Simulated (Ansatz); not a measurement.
# C6H5BF6O3: one species, many methods

How much do the methods differ for C6H5BF6O3? The plan is to run it at one geometry with functionals of several rungs and with coupled cluster, and see how far each lands from CCSD(T) at the basis-set limit for the atomisation energy.

Program: Ansatz 0.2.0, Gaussian basis. Level of theory: functionals in def2-TZVPP, the program's frozen cores in correlated methods. These are calculated values, not measurements.

Plan: LDA (SPW92), PBE-D4, revPBE-D4, BLYP-D4, r2SCAN-D4, B97M-V, PBE0-D4, B3LYP-D4, r2SCANh-D4, r2SCAN0-D4, HSE06-D4, BHLYP-D4, CAM-B3LYP-D4, LC-ωPBE, ωB97X-V, ωB97M-V, B2PLYP, PBE-QIDH; CCSD(T)/def2-SVP; CCSD(T)/def2-TZVPP; MP2/def2-QZVPP; extrapolation to the limit; RPA on PBE.

**1. The geometry**

All runs share one geometry, relaxed beforehand with PBE0-D4 in a triple-zeta def2 set.

SMILES `C[B-]1(O)OC(C(F)(F)F)=CC(C(F)(F)F)=[O+]1`, 21 atoms, charge 0, spin multiplicity 1.

Atoms are counted from 1 here; the program's logs count them from 0.

Bond lengths: C1–B2 1.579 Å, C1–H17 1.094 Å, C1–H18 1.093 Å, C1–H19 1.093 Å, B2–O3 1.383 Å, B2–O4 1.589 Å, B2–O16 1.589 Å, O3–H20 0.959 Å, O4–C5 1.258 Å, C5–C6 1.531 Å, C5–C10 1.386 Å, C6–F7 1.330 Å, C6–F8 1.331 Å, C6–F9 1.326 Å, C10–C11 1.386 Å, C10–H21 1.076 Å, C11–C12 1.531 Å, C11–O16 1.258 Å and more. Angles: B2–C1–H17 113.4°, B2–C1–H18 110.2°, B2–C1–H19 110.2°, H17–C1–H18 107.7°, H17–C1–H19 107.7°, H18–C1–H19 107.5°, C1–B2–O3 116.9°, C1–B2–O4 108.9°, C1–B2–O16 109.0°, O3–B2–O4 109.5°, O3–B2–O16 109.5°, O4–B2–O16 102.0°, B2–O3–H20 114.6°, B2–O4–C5 122.1°, O4–C5–C6 114.1°, O4–C5–C10 125.0°, C6–C5–C10 120.9°, C5–C6–F7 109.7° and more.

**2. LDA**

This LDA is Slater exchange with PW92 correlation.

The input, in.yaml:

```yaml
crystal:
  periodic: [false, false, false]
  atoms:
    - {symbol: C, position_ang: [-0.136091, -0.695578, 2.376258]}
    - {symbol: B, position_ang: [0.862177, 0.015766, 1.380439]}
    - {symbol: O, position_ang: [2.080501, 0.418026, 1.897982]}
    - {symbol: O, position_ang: [0.130060, 1.260145, 0.717170]}
    - {symbol: C, position_ang: [-0.588488, 1.143973, -0.309283]}
    - {symbol: C, position_ang: [-1.379642, 2.405745, -0.663287]}
    - {symbol: F, position_ang: [-0.540901, 3.384411, -0.992587]}
    - {symbol: F, position_ang: [-2.197985, 2.191598, -1.691261]}
    - {symbol: F, position_ang: [-2.105356, 2.800105, 0.374615]}
    - {symbol: C, position_ang: [-0.636250, 0.023109, -1.123547]}
    - {symbol: C, position_ang: [0.334220, -0.933152, -0.867585]}
    - {symbol: C, position_ang: [0.605586, -2.062671, -1.864531]}
    - {symbol: F, position_ang: [0.574924, -3.237071, -1.248625]}
    - {symbol: F, position_ang: [1.807254, -1.900232, -2.411556]}
    - {symbol: F, position_ang: [-0.300494, -2.075781, -2.839786]}
    - {symbol: O, position_ang: [1.104011, -0.931512, 0.127754]}
    - {symbol: H, position_ang: [-1.080607, -0.989517, 1.907916]}
    - {symbol: H, position_ang: [0.323216, -1.596180, 2.791773]}
    - {symbol: H, position_ang: [-0.372030, -0.032143, 3.212257]}
    - {symbol: H, position_ang: [2.660403, 0.846147, 1.265823]}
    - {symbol: H, position_ang: [-1.269208, -0.024391, -1.992838]}
basis:
  gaussian: {orbitals: def2-TZVPP}
hamiltonian: {xc: lda}
output: {orbitals: {seedname: orbitals}}
```

Run with:

```console
ansatz run in.yaml --threads 11 --pin off --events-out ev --progress --plain --max-ram 110592MiB --backend cuda --devices 0, --max-vram 75GiB
```

Further steps of the session: PBE-D4 (GGA); revPBE-D4 (GGA); BLYP-D4 (GGA); r2SCAN-D4 (meta-GGA); B97M-V (meta-GGA); B3LYP-D4 (hybrid); r2SCANh-D4 (hybrid); r2SCAN0-D4 (hybrid); HSE06-D4 (hybrid); BHLYP-D4 (hybrid); CAM-B3LYP-D4 (range-separated); LC-ωPBE (range-separated); ωB97X-V (range-separated); ωB97M-V (range-separated); B2PLYP (double hybrid); PBE-QIDH (double hybrid); CCSD(T) in def2-SVP; CCSD(T) in def2-TZVPP; MP2 in def2-QZVPP; RPA on PBE orbitals.

Before running them: what should the planned runs give, taken together? Wanted: atomisation energy, CCSD(T)/CBS; farthest beyond LDA; mean size of error, GGA; mean size of error, meta-GGA; mean size of error, hybrid; mean size of error, range-separated; mean size of error, double hybrid; gap, smallest and largest; T1 diagnostic.

**Answer**, as computed:

| quantity | value |
| --- | --- |
| atomisation energy, CCSD(T)/CBS | 97.914 eV |
| functionals within 0.490 eV (0.5 %) | B3LYP-D4, r2SCANh-D4, PBE-QIDH |
| farthest beyond LDA | PBE-D4 (+5.029 eV) |
| mean size of error, GGA | 2.409 eV |
| mean size of error, meta-GGA | 1.082 eV |
| mean size of error, hybrid | 1.628 eV |
| mean size of error, range-separated | 0.869 eV |
| mean size of error, double hybrid | 0.437 eV |
| gap, smallest and largest | 2.71 eV (LDA (SPW92)), 9.62 eV (LC-ωPBE) |
| T1 diagnostic | 0.0150 |
| triples share of the correlation energy | 3.7 % |

What this shows: The LDA atomisation energy is off by 20.605 eV (21 %): it overbinds. PBE-D4 is off by +5.029 eV. Double hybrids carry the basis error of their MP2 part in triple zeta, and no dispersion term here, so their miss is partly the set-up's. Taken by rung, double hybrid functionals do best (0.437 eV on average) and GGA ones worst beyond LDA (2.409 eV). The reference freezes the cores and leaves out relativity and excitations past (T), so misses under about 0.490 eV can't be ranked. Hartree-Fock recovers 69 % of the binding; the rest is correlation. CCSD(T) in def2-SVP is off by -4.036 eV, which most functionals beat. The gap grows from 2.7 to 9.6 eV across the functionals, mostly with the share of exact exchange.
